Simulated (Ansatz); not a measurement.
**Si: energy and pressure over a range of volumes**

An exercise on one series of results from a longer session: the logs are not shown, and one member is left open.

Program: Ansatz 0.2.0. Level of theory: DFT LDA, scalar-relativistic. These are calculated values, not measurements.

## The structure to begin with

Symmetry: Imma, No. 74, orthorhombic system. The conventional cell has a = 4.502 Å, b = 4.737 Å, c = 2.550 Å, α = 90.00°, β = 90.00°, γ = 90.00°. Around Si (site symmetry mm2) lie 8 Si at 2.39 to 2.74 Å.

As a file:

```cif
data_structure
_symmetry_space_group_name_H-M 'Imma'
_symmetry_Int_Tables_number 74
_cell_length_a 4.5020
_cell_length_b 4.7370
_cell_length_c 2.5500
_cell_angle_alpha 90.000
_cell_angle_beta 90.000
_cell_angle_gamma 90.000
_cell_volume 54.38
loop_
_atom_site_label
_atom_site_type_symbol
_atom_site_symmetry_multiplicity
_atom_site_Wyckoff_symbol
_atom_site_fract_x
_atom_site_fract_y
_atom_site_fract_z
_atom_site_occupancy
Si1 Si 4 e 0.00000 0.75000 0.55700 1
```

The file gives the conventional cell by its symmetry; the runs use the cell typed in the input.

Atoms are numbered in the order of the input: Si1, Si2.

Set-up of the first run:

Input file input.yaml:

```yaml
crystal:
  lattice:
    - [-2.2050483307, 2.3201496985, 1.2489722886]
    - [2.2050483307, -2.3201496985, 1.2489722886]
    - [2.2050483307, 2.3201496985, -1.2489722886]
  atoms:
    - { symbol: Si, position: [0.807, 0.557, 0.25] }
    - { symbol: Si, position: [0.193, 0.443, 0.75] }
kpoints:
  mp_grid: { grid: [16, 16, 16] }
  band_path:
    path:
      - [0.0, 0.0, 0.0]
      - [0.5, -0.5, 0.5]
      - [0.4758105458, -0.4758105458, 0.5241894542]
      - [-0.4758105458, 0.4758105458, 0.4758105458]
      - [0.0, 0.0, 0.0]
      - [0.3224458646, 0.3224458646, -0.3224458646]
      - [0.6775541354, -0.3224458646, 0.3224458646]
      - [0.5, -0.5, 0.5]
      - [0.0, 0.0, 0.0]
    npoints: 5
scf:
  occupations: { method: fermi_dirac, width: 0.05 }
hamiltonian:
  xc: lda
  pseudopotentials: { kind: all_electron, lapw: { basis_error: 0.0005 } }
output:
  forces: true
  stress: true
  eigenvalues: true
```

Command:

```sh
ansatz run input.yaml --threads 1 --pin off --max-ram 3072MiB --backend cpu --events-out ev --progress --plain --runs-dir out
```

Among the steps run: Volume × 0.94, LAPW; Volume × 0.94, PAW; Volume × 0.94, crystal datasets; Volume × 0.98, LAPW; Volume × 0.98, PAW; Volume × 0.98, crystal datasets; Volume × 1.01, LAPW; Volume × 1.01, PAW; Volume × 1.01, crystal datasets; Volume × 1.04, LAPW; Volume × 1.04, PAW; Volume × 1.04, crystal datasets.

One table of the session follows, with a row left open; its other results are not shown here.

It belongs to the step «The equation of state». 

| method | volume (Å³/atom) | pressure (GPa) | largest force (eV/Å) |
| --- | --- | --- | --- |
| LAPW | 12.780 | 22.19 | 0.045 |
| LAPW | 13.323 | 14.21 | 0.003 |
| LAPW | 13.731 | 9.20 | 0.024 |
| LAPW | 14.139 | 4.90 | 0.047 |
| PAW | 12.780 | 22.26 | 0.047 |
| PAW | 13.323 | 14.26 | 0.004 |
| PAW | 13.731 | ? | ? |
| PAW | 14.139 | 4.92 | 0.047 |
| crystal datasets | 12.780 | 22.18 | 0.045 |
| crystal datasets | 13.323 | 14.21 | 0.003 |
| crystal datasets | 13.731 | 9.20 | 0.024 |
| crystal datasets | 14.139 | 4.90 | 0.047 |

Estimate the missing values for PAW, 13.731.

As computed: pressure (GPa): 9.24; largest force (eV/Å): 0.023. In the column «pressure (GPa)» it lies between crystal datasets, 13.731 (9.20) and LAPW, 13.323 (14.21).

Caveats from the session: Warnings in the runs' records: crystal datasets made.
